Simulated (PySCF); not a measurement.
**C₆H₉N: geometry, NMR shifts, spin-spin couplings and electronic excitations**

Wanted: the NMR shifts, spin-spin couplings and electronic excitations of C₆H₉N (`C=CC/C=N/C=C`), by calculation.

Programs: PySCF 2.14.0, with density-fitted response routines of our own. Each step states its level of theory. These are calculated values for one molecule in the gas phase, unless marked as measured. Atoms count from 0, in the outputs and in this text.

## 1. The starting structure

16 atoms, charge 0, multiplicity 1; geometry from: GFN2-xTB.

Bonds of the start (Å): C0–C1 1.32, C1–C2 1.50, C2–C3 1.49, C3–N4 1.26, N4–C5 1.38, C5–C6 1.33, C0–H7 1.08, C0–H8 1.08, C1–H9 1.08, C2–H10 1.09, C2–H11 1.09, C3–H12 1.10, C5–H13 1.09, C6–H14 1.08, C6–H15 1.08.

## 2. Geometry optimisation at PBE0-D3(BJ)/def2-SVP

What the job is given:

```
{"job": {"xc": "PBE0", "basis": "def2-SVP", "d3": "d3bj", "grid": 1, "kind": "geom"}, "charge": 0, "multiplicity": 1}
C      3.090060     0.202390    -0.731704
C      2.045605     0.481633     0.024153
C      1.168885    -0.548559     0.676772
C     -0.182848    -0.500142     0.046626
N     -1.185647    -0.067999     0.680622
C     -2.418842     0.001933     0.066990
C     -3.473654     0.470291     0.722613
H      3.401702    -0.812472    -0.919311
H      3.684972     0.974983    -1.188465
H      1.746450     1.506751     0.196540
H      1.601678    -1.542102     0.540167
H      1.066902    -0.331836     1.741404
H     -0.234417    -0.826510    -1.004514
H     -2.494996    -0.336909    -0.970398
H     -3.379764     0.799044     1.742511
H     -4.443685     0.538450     0.263638
```

**Question.** This job is followed by: GIAO PBE0/pcSseg-1 NMR shielding, non-relativistic, gas phase; B3LYP/pcJ-1 indirect spin-spin coupling, non-relativistic, gas phase; TDDFT CAM-B3LYP/def2-SVPD, vertical, gas phase, core orbitals frozen in the response; GIAO wB97X-D/pcSseg-1 NMR shielding, non-relativistic, gas phase. What will the session give for the following? point group; rotational constants (main isotopes); 13C shifts against TMS (PBE0/pcSseg-1); 1H shifts against TMS (PBE0/pcSseg-1, means over atoms taken as alike); 15N shifts against NH3 (PBE0/pcSseg-1); largest coupling of the table (B3LYP/pcJ-1); lowest singlet (CAM-B3LYP/def2-SVPD); brightest single state of those computed; lowest triplet; vertical ionisation energy (ΔSCF); vertical electron affinity (ΔSCF); range of the shift of C3.

The runs gave:

```
                                                              quantity                                               value
                                                           point group                                                  C1
                                  rotational constants (main isotopes)                               12.40, 0.96, 0.94 GHz
                                13C shifts against TMS (PBE0/pcSseg-1)         169.0, 155.4, 142.8, 126.6, 125.3, 47.0 ppm
1H shifts against TMS (PBE0/pcSseg-1, means over atoms taken as alike)  7.26, 6.71, 5.91, 5.84, 5.51, 5.45, 5.35, 3.04 ppm
                                15N shifts against NH3 (PBE0/pcSseg-1)                                           380.8 ppm
                           largest coupling of the table (B3LYP/pcJ-1)                            1J(C,H) C6–H14, 169.6 Hz
                                  lowest singlet (CAM-B3LYP/def2-SVPD)                         4.68 eV (265 nm), f = 0.002
                              brightest single state of those computed                         state 2, 5.76 eV, f = 0.816
                                                        lowest triplet                                             3.34 eV
                                     vertical ionisation energy (ΔSCF)                                             9.07 eV
                                     vertical electron affinity (ΔSCF)    -0.53 eV (unbound: the value hangs on the basis)
                                              range of the shift of C3                                  169.0 to 170.8 ppm
```

What this shows: Relaxing lowered the energy by 0.064 eV in 4 steps; the close pair that moved most is C6–H14, from 1.076 to 1.093 Å. At PBE0/pcSseg-1: The widest tensor belongs to N4: span 635 ppm, with a paramagnetic part of -445 ppm. In the run at B3LYP/pcJ-1, the largest coupling of the table is C6–H14, 169.6 Hz, of which the Fermi-contact term gives 168.8 Hz. Couplings across rotatable bonds belong to this one conformer; where others are populated, the observed values are averages. The first singlet state (HOMO−1→LUMO 0.71, HOMO−2→LUMO 0.23) lies at 4.68 eV and is weak; of the 10 states computed, the strongest absorption comes from state 2 at 5.76 eV. The lowest triplet lies 1.34 eV below the lowest singlet (triplets in Tamm-Dancoff, singlets in full TDDFT). The orbital energy would give 8.33 eV for ionisation, ΔSCF gives 9.07 eV. In ppm, C3 moves most: its shift spreads over 1.9 ppm, from 169.0 (PBE0/pcSseg-1) to 170.8 (wB97X-D/pcSseg-1).
